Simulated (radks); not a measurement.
# Sc²⁺ in [Ar] 3d1: an all-electron calculation

One table from this session's results is given with a row withheld; the runs are named, their logs left out.

Method: non-relativistic Kohn-Sham, PBE, spin-polarised, spherical densities, point nucleus; open shells are filled with parallel spins first. Code: radks (a radial shooting solver on a logarithmic mesh, Libxc functionals) version 1.

## What is computed

* element: scandium (Z = 21)
* charge: +2
* electrons: 19
* configuration: [Ar] 3d1

The outer shells:

Sc²⁺
```
[Ar] core
3d [↑ ][  ][  ][  ][  ]
```

The first run:

The run's settings:

```text
Z 21
configuration [Ar] 3d1 4s0 4p0
relativity non-relativistic
functional pbe,pbe
spin polarised
nucleus point
```

The run is started by

```sh
> python run_ks.py task.json out
```

This one command runs every case of the session in turn.

One table of the session follows, with a row left open; its other results are not shown here.

It belongs to the step «Shells». Radial moments (bohr):

| level | <r> | outermost maximum (interpolated) | 90 % within | nodes |
| --- | --- | --- | --- | --- |
| 1s down | 0.07360 | 0.0484 | 0.131 | 0 |
| 1s up | 0.07360 | 0.0484 | 0.131 | 0 |
| 2s up | 0.3461 | 0.286 | 0.538 | 1 |
| 2s down | 0.3460 | 0.286 | 0.538 | 1 |
| 2p up | 0.3086 | 0.233 | 0.508 | 0 |
| 2p down | 0.3085 | 0.233 | 0.508 | 0 |
| 3s up | 1.080 | 0.933 | 1.62 | 2 |
| 3s down | 1.080 | 0.933 | 1.62 | 2 |
| 3p up | 1.165 | 0.970 | 1.79 | 1 |
| 3p down | 1.165 | 0.970 | 1.79 | 1 |
| 3d up | ? | ? | ? | ? |
| 3d down | 1.561 | 1.07 | 2.65 | 0 |
| 4s up | 3.082 | 2.75 | 4.48 | 3 |
| 4p up | 3.598 | 3.21 | 5.25 | 2 |

**Question.** Estimate the row for 3d up.

**Answer.** <r>: 1.558; outermost maximum (interpolated): 1.07; 90 % within: 2.65; nodes: 0. In the column «<r>» it lies between 3p down (1.165) and 3d down (1.561).

To keep in mind: Open shells are spherical and high-spin; term and fine-structure splittings are not resolved.
